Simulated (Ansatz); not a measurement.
# Na2Au (I4/mcm): equation of state with a fit

Where is the equilibrium volume of Na2Au (I4/mcm), and how stiff is it? Aim: an equation of state with a fit, for Na2Au (I4/mcm), run from a script.

Program: Ansatz 0.2.0 through its Python package. Level of theory: DFT PBEsol, plane waves, PAW. These are calculated values, not measurements.

## 1. The structure

It takes space group I4/mcm (No. 140, tetragonal). Conventional cell: a = 7.417 Å, b = 7.417 Å, c = 5.522 Å, α = 90.00°, β = 90.00°, γ = 90.00°. Na (site symmetry m2m) has 4 Au at 3.12 Å and 3 Na at 3.31 to 3.37 Å as nearest neighbours. Au (site symmetry 422) has 2 Au at 2.76 Å and 8 Na at 3.12 Å as nearest neighbours.

The script holds or builds the structure itself.

## 2. Script

eos_na2au.py

```python
import warnings

import ansatz as az
import numpy as np

vectors0 = np.array([
    [-3.7085, 3.7085, 2.761],
    [3.7085, -3.7085, 2.761],
    [3.7085, 3.7085, -2.761],
])
sites = [
    ("Na", [0.658, 0.158, 0.816]),
    ("Na", [0.158, 0.342, 0.5]),
    ("Na", [0.342, 0.842, 0.184]),
    ("Na", [0.842, 0.658, 0.5]),
    ("Au", [0.25, 0.25, 0.0]),
    ("Au", [0.75, 0.75, 0.0]),
]


def crystal_on(cell):
    crystal = az.Crystal(lattice=az.Lattice.of(cell))
    for symbol, position in sites:
        crystal = crystal.atom(symbol, position)
    return crystal

warnings.simplefilter("ignore", az.DeckWarning)

volumes, energies, pressures = [], [], []
for scale in np.linspace(0.94, 1.06, 7):
    cell = vectors0 * scale ** (1 / 3)
    setup = crystal_on(cell).calculation()
    setup = setup.functional("pbesol").occupations("cold", width=100 * az.meV)
    setup = setup.basis(500)
    setup = setup.kpoints(6, 6, 6)
    setup = setup.stress()
    report = setup.run(threads=1, pin="off").report
    volumes.append(abs(np.linalg.det(cell)) / len(sites))
    energies.append(report["free_energy_ev"] / len(sites))
    pressures.append(np.trace(report["stress_gpa"]) / 3)
    print(f"V = {volumes[-1]:8.4f} A^3/atom  F = {energies[-1]:.5f} eV/atom  P = {pressures[-1]:8.3f} GPa")

x = np.array(volumes) ** (-2 / 3)
poly = np.polynomial.Polynomial.fit(x, energies, 3).convert()
roots = poly.deriv().roots()
x0 = min((r.real for r in roots if abs(r.imag) < 1e-9 and poly.deriv(2)(r.real) > 0), key=lambda r: abs(r - x.mean()))
v0 = x0 ** -1.5
b0 = 4 / 9 * poly.deriv(2)(x0) * v0 ** (-7 / 3) * 160.21766
b1 = 4 + 2 / 3 * x0 * poly.deriv(3)(x0) / poly.deriv(2)(x0)
print(f"V0 = {v0:.4f} A^3/atom, B0 = {b0:.1f} GPa, dB/dP = {b1:.2f}")
```

## 3. What the engine is handed

The engine receives this input (first run):

```yaml
crystal:
  lattice:
    - [-3.6327950841716596, 3.6327950841716596, 2.7046372461636654]
    - [3.6327950841716596, -3.6327950841716596, 2.7046372461636654]
    - [3.6327950841716596, 3.6327950841716596, -2.7046372461636654]
  atoms:
    - { symbol: Na, position: [0.658, 0.158, 0.816] }
    - { symbol: Na, position: [0.158, 0.342, 0.5] }
    - { symbol: Na, position: [0.342, 0.842, 0.184] }
    - { symbol: Na, position: [0.842, 0.658, 0.5] }
    - { symbol: Au, position: [0.25, 0.25, 0.0] }
    - { symbol: Au, position: [0.75, 0.75, 0.0] }
basis:
  ecutwfc: 500.0
kpoints:
  mp_grid:
    grid: [6, 6, 6]
hamiltonian:
  xc: pbesol
scf:
  occupations:
    method: cold
    width: 0.1
output:
  stress: true
```

## 4. Running it

Command:

```bash
python eos_na2au.py
```

**Question.** Estimate the equilibrium volume and the bulk modulus.

The runs gave:

| quantity | value |
| --- | --- |
| runs compared | 7 |
| range of energy | 20.39 meV/atom |
| lowest point, volume (Å³/atom) | 24.302 |
| equilibrium volume (fit) | 24.34 Å³/atom |
| bulk modulus (fit) | 31 GPa |

**Reading.** A third-order Birch-Murnaghan fit through the 7 points has its minimum at 24.34 Å³ an atom, 3.8 % below the typed cell, with a bulk modulus of 31 GPa and dB/dP = 5.0. From that minimum the energy rises by 1.3 meV an atom on the compressed side and 20.4 meV on the expanded side. The window is off centre, so dB/dP is rough. Shape and fractional positions are held along the curve, so the bulk modulus is an upper value where they are free to relax. Spin-orbit coupling, which matters for elements this heavy, is left out.
